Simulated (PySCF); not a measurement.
**C₁₂H₁₃PSi: NMR shifts at several levels of theory**

Aim: compute the NMR shifts of C₁₂H₁₃PSi (`c1ccc([SiH2]Pc2ccccc2)cc1`) at several levels, and see how far they spread and what each costs.

Computed with PySCF 2.14.0, with density-fitted response routines of our own, on a single molecule in the gas phase. Atoms count from 0, in the outputs and in this text.

## Step 1: The starting structure

27 atoms, charge 0, multiplicity 1; geometry from: GFN2-xTB.

Bonds of the start (Å): C0–C1 1.38, C1–C2 1.38, C2–C3 1.39, C3–Si4 1.89, Si4–P5 2.25, P5–C6 1.82, C6–C7 1.39, C7–C8 1.38, C8–C9 1.39, C9–C10 1.38, C10–C11 1.38, C3–C12 1.39, C12–C13 1.38, C13–C0 1.38, C11–C6 1.39, C0–H14 1.08, C1–H15 1.08, C2–H16 1.08, Si4–H17 1.47, Si4–H18 1.47, P5–H19 1.39, C7–H20 1.08, C8–H21 1.08, C9–H22 1.08, C10–H23 1.08, C11–H24 1.08, C12–H25 1.08, C13–H26 1.08.

## Step 2: Relaxing the molecule at PBE0-D3(BJ)/def2-SVP

Job settings and geometry (Å):

```
{"job": {"xc": "PBE0", "basis": "def2-SVP", "d3": "d3bj", "grid": 1, "kind": "geom"}, "charge": 0, "multiplicity": 1}
C      3.088270     1.776460     1.244650
C      1.959490     2.254660     0.600690
C      1.291760     1.455870    -0.309880
C      1.734890     0.167090    -0.592660
Si     0.766490    -0.963010    -1.751640
P     -0.597590    -2.171510    -0.430270
C     -1.664730    -0.794050     0.095940
C     -1.237890     0.016840     1.144870
C     -2.017660     1.074420     1.571920
C     -3.239880     1.324660     0.969180
C     -3.677930     0.511290    -0.062640
C     -2.895840    -0.541810    -0.499400
C      2.872330    -0.296610     0.061600
C      3.546070     0.498330     0.970820
H      3.608910     2.397400     1.959030
H      1.598330     3.250860     0.812480
H      0.409020     1.835120    -0.806180
H      1.653760    -1.917550    -2.424000
H      0.058440    -0.146470    -2.747430
H     -1.420120    -2.607990    -1.465240
H     -0.287840    -0.187530     1.619820
H     -1.673010     1.702580     2.380600
H     -3.852380     2.147570     1.307290
H     -4.634320     0.698310    -0.529600
H     -3.239810    -1.176130    -1.305530
H      3.230390    -1.295520    -0.145320
H      4.427970     0.122050     1.469280
```

Output:

```text
step   0  E = -1094.65377047  max force = 0.012169
step   1  E = -1094.65779699  max force = 0.002493
step   2  E = -1094.65794915  max force = 0.002512
step   3  E = -1094.65812592  max force = 0.002031
step   4  E = -1094.65815302  max force = 0.002906
step   5  E = -1094.65827002  max force = 0.000606
step   6  E = -1094.65831167  max force = 0.000454
step   7  E = -1094.65835575  max force = 0.000591
step   8  E = -1094.65840252  max force = 0.000790
step   9  E = -1094.65843081  max force = 0.000919
step  10  E = -1094.65844615  max force = 0.000127
step  11  E = -1094.65845130  max force = 0.000128
optimisation converged
```

Run time: 7.9 min. Hardware: 8 threads of Arm Neoverse V1, shared host.

Along the way:

```
step  energy from step 0 (eV)  largest force component (eV/Å)
   0                   0.0000                          0.6258
   1                  -0.1096                          0.1282
   2                  -0.1137                          0.1292
   3                  -0.1185                          0.1044
   4                  -0.1193                          0.1494
   5                  -0.1224                          0.0312
   6                  -0.1236                          0.0233
   7                  -0.1248                          0.0304
   8                  -0.1260                          0.0406
   9                  -0.1268                          0.0473
  10                  -0.1272                          0.0065
  11                  -0.1274                          0.0066
```

Distances of close pairs at the start and the end, largest changes first:

```
   bond  before (Å)  after (Å)  change (Å)
 P5–H19       1.392      1.429      +0.037
Si4–H17       1.466      1.496      +0.030
Si4–H18       1.470      1.496      +0.026
 Si4–P5       2.251      2.275      +0.024
  P5–C6       1.820      1.842      +0.022
 C3–Si4       1.886      1.873      -0.013
C12–H25       1.081      1.094      +0.013
 C0–H14       1.080      1.093      +0.013
```

The end geometry stands in the next job.

```
                         at the end point                value
  point group (found at 0.08 Å tolerance)                   C1
rotational constants (GHz, main isotopes)  0.748, 0.482, 0.350
                        dipole moment (D)                 1.58
```

## Step 3: Shielding tensors: PBE0/pcSseg-1

Job settings and geometry (Å):

```
{"job": {"kind": "nmr", "xc": "PBE0", "basis": "pcSseg-1", "pop": false}, "charge": 0, "multiplicity": 1}
C      2.700246     1.940603     1.211366
C      1.621165     2.326693     0.417819
C      1.084791     1.434798    -0.508816
C      1.619224     0.146619    -0.660059
Si     0.799024    -1.082426    -1.811262
P     -0.565147    -2.345224    -0.500423
C     -1.539556    -0.902136     0.100836
C     -1.140759    -0.310901     1.307854
C     -1.803213     0.809735     1.803287
C     -2.883940     1.348422     1.107320
C     -3.295747     0.761607    -0.089419
C     -2.626228    -0.351861    -0.592959
C      2.704499    -0.226954     0.147382
C      3.242049     0.662191     1.075859
H      3.121583     2.638211     1.939525
H      1.190689     3.325377     0.524402
H      0.226782     1.742555    -1.113228
H      1.808976    -1.966272    -2.472307
H      0.012105    -0.348872    -2.850894
H     -1.431805    -2.740175    -1.565651
H     -0.292840    -0.726731     1.858889
H     -1.471098     1.263320     2.740181
H     -3.407279     2.224722     1.497202
H     -4.143501     1.177233    -0.639872
H     -2.947437    -0.794441    -1.539570
H      3.136453    -1.228073     0.054100
H      4.088083     0.357311     1.696817
```

Method: GIAO PBE0/pcSseg-1 NMR shielding, non-relativistic, gas phase.

Output:

```text
coarse grid: 24344 points
cycle   1  E = -1094.9204321266  dE =  2.122e+00  |g| = 4.518e-01  |ddm| = 5.217e+00
cycle   2  E = -1094.9070213564  dE =  1.341e-02  |g| = 5.157e-01  |ddm| = 1.294e+00
cycle   3  E = -1094.9792305393  dE = -7.221e-02  |g| = 6.589e-02  |ddm| = 6.740e-01
cycle   4  E = -1094.9796710041  dE = -4.405e-04  |g| = 5.331e-02  |ddm| = 1.371e-01
cycle   5  E = -1094.9804404603  dE = -7.695e-04  |g| = 1.024e-02  |ddm| = 6.332e-02
cycle   6  E = -1094.9804714997  dE = -3.104e-05  |g| = 3.455e-03  |ddm| = 1.931e-02
cycle   7  E = -1094.9804743861  dE = -2.886e-06  |g| = 1.283e-03  |ddm| = 5.187e-03
final grid: 228184 points
cycle   8  E = -1095.0624834248  dE = -6.512e-05  |g| = 9.507e-03  |ddm| = 6.839e-02
cycle   9  E = -1095.0624670475  dE =  1.638e-05  |g| = 1.233e-02  |ddm| = 2.743e-02
cycle  10  E = -1095.0625079726  dE = -4.093e-05  |g| = 2.039e-03  |ddm| = 1.619e-02
cycle  11  E = -1095.0625090530  dE = -1.080e-06  |g| = 5.039e-04  |ddm| = 2.544e-03
cycle  12  E = -1095.0625091263  dE = -7.324e-08  |g| = 9.391e-05  |ddm| = 7.232e-04
cycle  13  E = -1095.0625091285  dE = -2.266e-09  |g| = 4.551e-05  |ddm| = 1.967e-04
cycle  14  E = -1095.0625091291  dE = -5.193e-10  |g| = 1.557e-05  |ddm| = 6.576e-05
converged SCF energy = -1095.0625091291

GIAO shielding tensors (ppm)
atom      isotropic    diamagn.    paramagn.     s11        s22        s33       span
  0 C       49.104     255.468    -206.365    -62.986     33.365    176.932    239.918
  1 C       51.207     254.748    -203.541    -61.861     38.866    176.616    238.476
  2 C       40.541     254.694    -214.153    -81.102     30.472    172.254    253.356
  3 C       49.332     262.661    -213.328    -48.929      5.282    191.644    240.573
  4 Si     382.943     882.483    -499.540    366.446    371.575    410.809     44.363
  5 P      468.238     969.103    -500.865    357.784    441.314    605.615    247.831
  6 C       46.381     267.145    -220.764    -51.684     16.246    174.581    226.266
  7 C       43.402     254.979    -211.577    -74.205     34.457    169.955    244.160
  8 C       50.713     254.945    -204.233    -61.271     37.388    176.021    237.291
  9 C       52.088     255.559    -203.471    -58.686     36.977    177.972    236.658
 10 C       50.466     254.935    -204.469    -60.355     38.619    173.135    233.489
 11 C       43.289     253.134    -209.846    -66.184     41.934    154.117    220.301
 12 C       43.249     252.927    -209.679    -74.651     32.622    171.775    246.426
 13 C       51.103     254.434    -203.331    -61.046     38.835    175.519    236.565
 14 H       23.859      29.078      -5.218     20.539     24.699     26.341      5.802
 15 H       24.244      31.824      -7.580     21.306     23.881     27.544      6.238
 16 H       24.894      35.493     -10.599     21.587     24.072     29.022      7.435
 17 H       26.139      29.803      -3.664     22.224     24.366     31.826      9.602
 18 H       26.551      31.154      -4.602     23.855     24.407     31.392      7.536
 19 H       27.455      31.974      -4.519     22.689     25.878     33.797     11.107
 20 H       24.997      35.030     -10.033     21.474     24.292     29.227      7.753
 21 H       24.391      32.291      -7.900     21.753     23.887     27.535      5.782
 22 H       24.031      29.724      -5.693     20.817     24.992     26.285      5.468
 23 H       23.897      29.395      -5.498     20.377     24.595     26.720      6.343
 24 H       23.623      33.432      -9.809     19.434     22.307     29.127      9.693
 25 H       23.480      31.910      -8.429     19.364     22.338     28.740      9.376
 26 H       23.776      29.009      -5.233     20.290     24.414     26.623      6.332
```

Run time: 2 min. Hardware: 8 threads of Arm Neoverse V1, shared host.

The references, computed at this level on geometries of the same kind, shield at (ppm): ¹H TMS 31.27, ¹³C TMS 184.4, ²⁹Si TMS 352.0, ³¹P H3PO4 310.1. Their shielding less the atom's gives the shift. The references are single molecules in the gas phase, so shifts against H2O, NH3, PH3, H3PO4 or CFCl3 are not on the usual liquid scales and can be off by tens of ppm. Atoms listed in one row are averaged.

```
   atoms                               environment  σ (ppm)  δ (ppm)  δ scaled to CDCl3
 C2, C12                               aromatic CH     41.9    142.5              137.9
 C7, C11                               aromatic CH     43.3    141.1              136.5
      C6               substituted aromatic carbon     46.4    138.0              133.5
      C0                               aromatic CH     49.1    135.3              130.9
      C3               substituted aromatic carbon     49.3    135.1              130.7
 C8, C10                               aromatic CH     50.6    133.8              129.4
 C1, C13                               aromatic CH     51.2    133.3              128.9
      C9                               aromatic CH     52.1    132.3              128.0
     H14                hydrogen on an aromatic CH    23.86     7.41               7.24
H15, H26                hydrogen on an aromatic CH    24.01     7.26               7.09
     H22                hydrogen on an aromatic CH    24.03     7.24               7.07
H21, H23                hydrogen on an aromatic CH    24.14     7.12               6.97
H16, H25                hydrogen on an aromatic CH    24.19     7.08               6.93
H20, H24                hydrogen on an aromatic CH    24.31     6.96               6.81
H17, H18      hydrogen on a silicon bonded to C, P    26.34     4.92                  –
     H19  hydrogen on a phosphorus bonded to C, Si    27.45     3.81                  –
     Si4               silicon bonded to C, P, 2 H    382.9    -31.0                  –
      P5             phosphorus bonded to C, Si, H    468.2   -158.1                  –
```

The scaled column applies a straight-line fit of computed shieldings to shifts measured in CDCl3 (root-mean-square error 0.21 ppm for H, 2.0 ppm for C).

Ring of atoms C0, C1, C2, C3, C12, C13: NICS(0) -8.2, NICS(1) -11.3, NICS(1)zz -29.7 ppm (means of both faces).

Ring of atoms C6, C7, C8, C9, C10, C11: NICS(0) -8.4, NICS(1) -11.2, NICS(1)zz -29.2 ppm (means of both faces).

## Step 4: Shielding tensors: PBE/pcSseg-1

Same as in step 3 but for these lines:

```diff
@@ -1,2 +1,2 @@
-{"job": {"kind": "nmr", "xc": "PBE0", "basis": "pcSseg-1", "pop": false}, "charge": 0, "multiplicity": 1}
+{"job": {"kind": "nmr", "xc": "PBE", "basis": "pcSseg-1", "pop": false}, "charge": 0, "multiplicity": 1}
 C      2.700246     1.940603     1.211366
```

Level: GIAO PBE/pcSseg-1 NMR shielding, non-relativistic, gas phase.

Output:

```text
coarse grid: 24344 points
cycle   1  E = -1094.7179758698  dE =  1.637e+00  |g| = 6.848e-01  |ddm| = 5.351e+00
cycle   2  E = -1094.5032879408  dE =  2.147e-01  |g| = 1.113e+00  |ddm| = 2.134e+00
cycle   3  E = -1094.8465530506  dE = -3.433e-01  |g| = 1.619e-01  |ddm| = 1.606e+00
cycle   4  E = -1094.8519383292  dE = -5.385e-03  |g| = 9.847e-02  |ddm| = 3.256e-01
cycle   5  E = -1094.8545401192  dE = -2.602e-03  |g| = 2.637e-02  |ddm| = 1.266e-01
cycle   6  E = -1094.8547517762  dE = -2.117e-04  |g| = 9.732e-03  |ddm| = 5.247e-02
cycle   7  E = -1094.8547721080  dE = -2.033e-05  |g| = 5.520e-03  |ddm| = 1.621e-02
cycle   8  E = -1094.8547805820  dE = -8.474e-06  |g| = 1.125e-03  |ddm| = 6.379e-03
final grid: 228184 points
cycle   9  E = -1094.9673292670  dE = -7.804e-05  |g| = 1.583e-02  |ddm| = 9.477e-02
cycle  10  E = -1094.9672020948  dE =  1.272e-04  |g| = 2.617e-02  |ddm| = 5.290e-02
cycle  11  E = -1094.9673929975  dE = -1.909e-04  |g| = 4.449e-03  |ddm| = 3.758e-02
cycle  12  E = -1094.9673987203  dE = -5.723e-06  |g| = 1.244e-03  |ddm| = 6.270e-03
cycle  13  E = -1094.9673991748  dE = -4.545e-07  |g| = 2.396e-04  |ddm| = 1.811e-03
cycle  14  E = -1094.9673991929  dE = -1.808e-08  |g| = 8.015e-05  |ddm| = 4.738e-04
cycle  15  E = -1094.9673991938  dE = -9.686e-10  |g| = 5.512e-05  |ddm| = 1.364e-04
cycle  16  E = -1094.9673991947  dE = -8.267e-10  |g| = 1.444e-05  |ddm| = 6.876e-05
converged SCF energy = -1094.9673991947

GIAO shielding tensors (ppm)
atom      isotropic    diamagn.    paramagn.     s11        s22        s33       span
  0 C       47.462     254.338    -206.875    -60.843     32.354    170.876    231.720
  1 C       49.029     254.008    -204.978    -60.253     37.268    170.073    230.325
  2 C       38.815     254.625    -215.810    -78.308     29.415    165.340    243.648
  3 C       46.370     261.514    -215.143    -47.784      2.973    183.922    231.706
  4 Si     366.593     883.778    -517.185    348.959    355.391    395.428     46.469
  5 P      443.492     969.899    -526.407    331.649    416.760    582.068    250.419
  6 C       43.124     266.355    -223.231    -49.355     12.745    165.982    215.337
  7 C       41.952     254.824    -212.871    -71.456     33.660    163.653    235.109
  8 C       48.772     254.243    -205.471    -59.168     36.081    169.404    228.572
  9 C       50.479     254.492    -204.013    -56.667     36.016    172.090    228.757
 10 C       48.283     253.828    -205.545    -58.750     37.172    166.429    225.179
 11 C       41.018     252.279    -211.261    -64.302     40.762    146.593    210.895
 12 C       41.489     252.338    -210.849    -71.910     31.242    165.134    237.044
 13 C       48.861     253.353    -204.492    -59.650     37.149    169.083    228.734
 14 H       23.908      29.080      -5.172     20.798     24.537     26.390      5.591
 15 H       24.256      31.889      -7.632     21.526     23.715     27.528      6.002
 16 H       24.854      35.777     -10.924     21.457     24.119     28.984      7.527
 17 H       25.971      29.840      -3.869     22.210     24.259     31.445      9.235
 18 H       26.367      31.358      -4.991     23.726     24.301     31.075      7.350
 19 H       27.326      31.716      -4.390     22.870     25.797     33.311     10.441
 20 H       24.977      35.284     -10.307     21.339     24.366     29.228      7.889
 21 H       24.412      32.360      -7.948     21.974     23.740     27.523      5.549
 22 H       24.087      29.741      -5.654     21.113     24.815     26.332      5.219
 23 H       23.943      29.367      -5.424     20.644     24.433     26.753      6.109
 24 H       23.651      33.471      -9.821     19.690     22.170     29.092      9.403
 25 H       23.515      32.067      -8.552     19.568     22.248     28.729      9.161
 26 H       23.810      29.007      -5.197     20.556     24.220     26.653      6.097
```

Wall time 74 s (8 threads of Arm Neoverse V1, shared host).

This run: δ C2 139.9, C7 138.5, C6 136.9, C3 133.7, H14 7.29, H15 7.16 ppm (means over like atoms).

## Step 5: Nuclear shieldings: wB97X-D/pcSseg-1

Same as in step 4 but for these lines:

```diff
@@ -1,2 +1,2 @@
-{"job": {"kind": "nmr", "xc": "PBE", "basis": "pcSseg-1", "pop": false}, "charge": 0, "multiplicity": 1}
+{"job": {"kind": "nmr", "xc": "wB97X-D", "basis": "pcSseg-1", "pop": false}, "charge": 0, "multiplicity": 1}
 C      2.700246     1.940603     1.211366
```

Method: GIAO wB97X-D/pcSseg-1 NMR shielding, non-relativistic, gas phase.

Output:

```text
coarse grid: 24344 points
cycle   1  E = -1095.5562906779  dE =  2.672e+00  |g| = 3.552e-01  |ddm| = 5.139e+00
cycle   2  E = -1095.5904775253  dE = -3.419e-02  |g| = 2.133e-01  |ddm| = 9.282e-01
cycle   3  E = -1095.6018451556  dE = -1.137e-02  |g| = 5.591e-02  |ddm| = 2.748e-01
cycle   4  E = -1095.6027225416  dE = -8.774e-04  |g| = 2.080e-02  |ddm| = 1.236e-01
cycle   5  E = -1095.6028405967  dE = -1.181e-04  |g| = 4.711e-03  |ddm| = 2.754e-02
cycle   6  E = -1095.6028488179  dE = -8.221e-06  |g| = 1.425e-03  |ddm| = 9.566e-03
final grid: 228184 points
cycle   7  E = -1095.6942770533  dE = -3.031e-04  |g| = 4.440e-03  |ddm| = 7.596e-02
cycle   8  E = -1095.6942826745  dE = -5.621e-06  |g| = 1.917e-03  |ddm| = 1.183e-02
cycle   9  E = -1095.6942834133  dE = -7.389e-07  |g| = 8.750e-04  |ddm| = 3.299e-03
cycle  10  E = -1095.6942836303  dE = -2.170e-07  |g| = 2.208e-04  |ddm| = 1.360e-03
cycle  11  E = -1095.6942836438  dE = -1.342e-08  |g| = 8.216e-05  |ddm| = 3.993e-04
cycle  12  E = -1095.6942836461  dE = -2.288e-09  |g| = 2.365e-05  |ddm| = 1.607e-04
cycle  13  E = -1095.6942836463  dE = -2.597e-10  |g| = 8.980e-06  |ddm| = 6.400e-05
converged SCF energy = -1095.6942836463

GIAO shielding tensors (ppm)
atom      isotropic    diamagn.    paramagn.     s11        s22        s33       span
  0 C       48.010     256.182    -208.172    -66.197     32.810    177.417    243.614
  1 C       50.300     255.480    -205.180    -64.899     38.417    177.383    242.282
  2 C       39.476     255.547    -216.071    -84.636     30.183    172.880    257.516
  3 C       48.806     263.666    -214.860    -52.308      5.422    193.304    245.612
  4 Si     383.164     882.485    -499.321    367.223    371.195    411.075     43.852
  5 P      467.454     969.466    -502.012    353.793    441.161    607.409    253.615
  6 C       45.491     267.810    -222.319    -56.168     15.761    176.880    233.048
  7 C       42.192     255.914    -213.723    -77.756     34.131    170.200    247.957
  8 C       49.691     255.706    -206.015    -64.593     36.823    176.843    241.435
  9 C       50.921     256.324    -205.403    -61.928     36.363    178.327    240.255
 10 C       49.563     255.679    -206.116    -63.420     38.023    174.085    237.505
 11 C       42.611     254.387    -211.775    -69.173     41.765    155.243    224.416
 12 C       42.272     253.850    -211.577    -78.087     32.386    172.518    250.605
 13 C       50.202     255.166    -204.963    -63.998     38.345    176.261    240.258
 14 H       23.955      29.046      -5.091     20.660     24.765     26.439      5.780
 15 H       24.353      32.008      -7.655     21.427     23.970     27.664      6.237
 16 H       25.009      36.041     -11.032     21.633     24.266     29.129      7.496
 17 H       26.313      29.903      -3.591     22.385     24.548     32.006      9.622
 18 H       26.740      31.446      -4.706     24.039     24.617     31.563      7.524
 19 H       27.658      32.222      -4.564     22.812     26.154     34.008     11.197
 20 H       25.101      35.606     -10.505     21.504     24.482     29.316      7.812
 21 H       24.496      32.521      -8.025     21.879     23.954     27.655      5.777
 22 H       24.120      29.733      -5.613     20.911     25.061     26.388      5.478
 23 H       23.997      29.424      -5.427     20.503     24.667     26.820      6.317
 24 H       23.737      33.661      -9.924     19.587     22.390     29.234      9.647
 25 H       23.583      32.023      -8.439     19.525     22.393     28.832      9.307
 26 H       23.883      28.997      -5.114     20.420     24.500     26.729      6.310
```

Wall time 2.5 min (8 threads of Arm Neoverse V1, shared host).

In short: δ C2 143.7, C7 142.1, C6 139.0, C0 136.5, H14 7.43, H15 7.26 ppm (means over like atoms).

(Part 1 of 2 ends here.)
